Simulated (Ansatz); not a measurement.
**SiNi3: further runs on the relaxed cell**

An exercise on one series of results from a longer session: the logs are not shown, and one member is left open.

The COD entry's cell or inner coordinates are ideal or old and differ from later refinements, so a difference from it is no clean test against experiment.

Computed with Ansatz 0.2.0 (DFT PBE, scalar-relativistic, plane waves, PAW, unless a step's input says otherwise).

1 further run of the same task is left out (set aside as unsound or not needed).

### The structure to begin with

The structure is cubic, space group Pm-3m (No. 221). The conventional cell has a = 3.506 Å, b = 3.506 Å, c = 3.506 Å, α = 90.00°, β = 90.00°, γ = 90.00°. Si (site symmetry m-3m) has 12 Ni at 2.48 Å as nearest neighbours. Ni (site symmetry 4/mmm) is surrounded by 4 Si at 2.48 Å and 8 Ni at 2.48 Å.

Structure file:

```
CELL_PARAMETERS angstrom
3.50627 0.00000 0.00000
0.00000 3.50627 0.00000
0.00000 0.00000 3.50627
ATOMIC_POSITIONS crystal
Si 0.00000 0.00000 0.00000
Ni 0.00000 0.50000 0.50000
Ni 0.50000 0.00000 0.50000
Ni 0.50000 0.50000 0.00000
```

This cell was relaxed beforehand with the same method: volume 10.78 Å³/atom, gap on the mesh none (metal).

Set-up of the first run:

Input file input.yaml:

```yaml
crystal:
  lattice:
    - [3.5062675424, 0.0, 0.0]
    - [0.0, 3.5062675424, 0.0]
    - [0.0, 0.0, 3.5062675424]
  atoms:
    - { symbol: Si, position: [0.0, 0.0, 0.0] }
    - { symbol: Ni, position: [0.0, 0.5, 0.5] }
    - { symbol: Ni, position: [0.5, 0.0, 0.5] }
    - { symbol: Ni, position: [0.5, 0.5, 0.0] }
basis:
  ecutwfc: 420
kpoints:
  mp_grid: { grid: [12, 12, 12] }
  band_path:
    path:
      - [[0.0, 0.0, 0.0], [0.0, 0.5, 0.0], [0.5, 0.5, 0.0], [0.0, 0.0, 0.0], [0.5, 0.5, 0.5], [0.0, 0.5, 0.0]]
      - [[0.5, 0.5, 0.5], [0.5, 0.5, 0.0]]
    npoints: 14
hamiltonian:
  xc: pbe
scf:
  occupations: { method: gaussian, width: 0.1 }
  n_extra_bands: 10
output:
  forces: true
  stress: true
  eigenvalues: true
  populations: true
  dos: { projected: true, de: 0.02, nscf_kmesh: { grid: [18, 18, 18] } }
  bader: true
  write_density: true
  write_potential: true
  elf: true
  volumetric_format: npy
```

Run with:

```bash
> ansatz run input.yaml --threads 1 --pin off --max-ram 2560MiB --backend cpu --events-out ev --progress --plain --runs-dir out
```

Among the steps run: Bands, states and charges; Back to the database's cell; The cell scaled to 0.97 of its volume; Volume × 1.03; Volume × 0.94; Point at V/V0 = 1.06; The cell scaled to 0.91 of its volume; Volume × 1.10; The cell scaled to 0.88 of its volume.

One of the session's tables, all rows but one given; the rest of the session is left out.

It belongs to the step «Equation of state». 

```
volume (Å³/atom)  energy above the lowest point (meV/atom)  pressure (GPa)
           9.483                                     132.0           36.94
           9.807                                      69.6           25.19
          10.130                                         ?               ?
          10.453                                       6.8            7.01
          10.776                                       0.0            0.01
          11.100                                       6.1           -5.88
          11.423                                      23.1          -10.82
          11.854                                      59.8          -16.20
```

Estimate the missing values for volume (Å³/atom) = 10.130.

Worked estimate for «energy above the lowest point (meV/atom)». A straight line through the neighbours (9.807, 69.6) and (10.453, 6.8) gives 69.6 + (6.8 − 69.6) × (10.130 − 9.807) / (10.453 − 9.807) = 38.2; a parabola fitted to 4 rows on both sides gives 29.0.

**Answer.** energy above the lowest point (meV/atom): 29.1; pressure (GPa): 15.32. In «energy above the lowest point (meV/atom)» the line misses by +9.1 and the parabola by -0.1.

To keep in mind: Spin polarisation is off in the runs that give these values; a magnetic solution could lie lower.
